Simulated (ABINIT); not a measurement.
Crystal: RuW.

```xyz
2
Lattice="2.7668 0.0000 0.0000 -1.3834 2.3961 0.0000 0.0000 0.0000 4.4622" Properties=species:S:1:pos:R:3 pbc="T T T"
W     1.3834    0.7987    0.0000
Ru    0.0000    0.0000    2.2311
```

The cell comes from a database or a generator and needn't be the stable form of this composition.

| Quantity | Value |
| --- | --- |
| Program | ABINIT 10.8.3 (patched build) |
| Task | relaxation of cell and atoms |
| Functional | PBEsol |
| Potentials or basis | JTH PAW PBE v2.0 |
| Cutoff | 435 eV |
| k mesh | 11 × 11 × 6 |
| Occupations | fermi-dirac, width 0.05 eV |
| Spin | no spin polarisation |

At the start: pressure -4.7 GPa; volume 14.79 Å³/atom.

Task: Where does the relaxation end?

Result: Over 6 steps the energy falls by 4.6 meV/atom and the volume is 14.57 Å³/atom (-1.5 %); space group P-6m2 (No. 187, to 0.05 Å).

Step by step:
```csv
step,energy change (eV),largest force (eV/Å),pressure (GPa),volume (Å³)
1,0.0000,0.0000,-4.74,29.58
2,-0.0084,0.0000,-0.16,29.16
3,-0.0090,0.0000,0.26,29.12
4,-0.0093,0.0000,0.12,29.13
5,-0.0093,0.0000,0.02,29.14
6,-0.0093,0.0000,0.00,29.14
```

Final structure:
```cif
data_structure
_symmetry_space_group_name_H-M 'P 1'
_symmetry_Int_Tables_number 1
_cell_length_a 2.7625
_cell_length_b 2.7625
_cell_length_c 4.4097
_cell_angle_alpha 90.000
_cell_angle_beta 90.000
_cell_angle_gamma 120.000
_cell_volume 29.14
loop_
_atom_site_label
_atom_site_type_symbol
_atom_site_fract_x
_atom_site_fract_y
_atom_site_fract_z
_atom_site_occupancy
W1 W 0.66667 0.33333 0.00000 1
Ru1 Ru 0.00000 0.00000 0.50000 1
```

Caveat: the PAW data sets were made with another functional, which shifts forces and pressure a little.
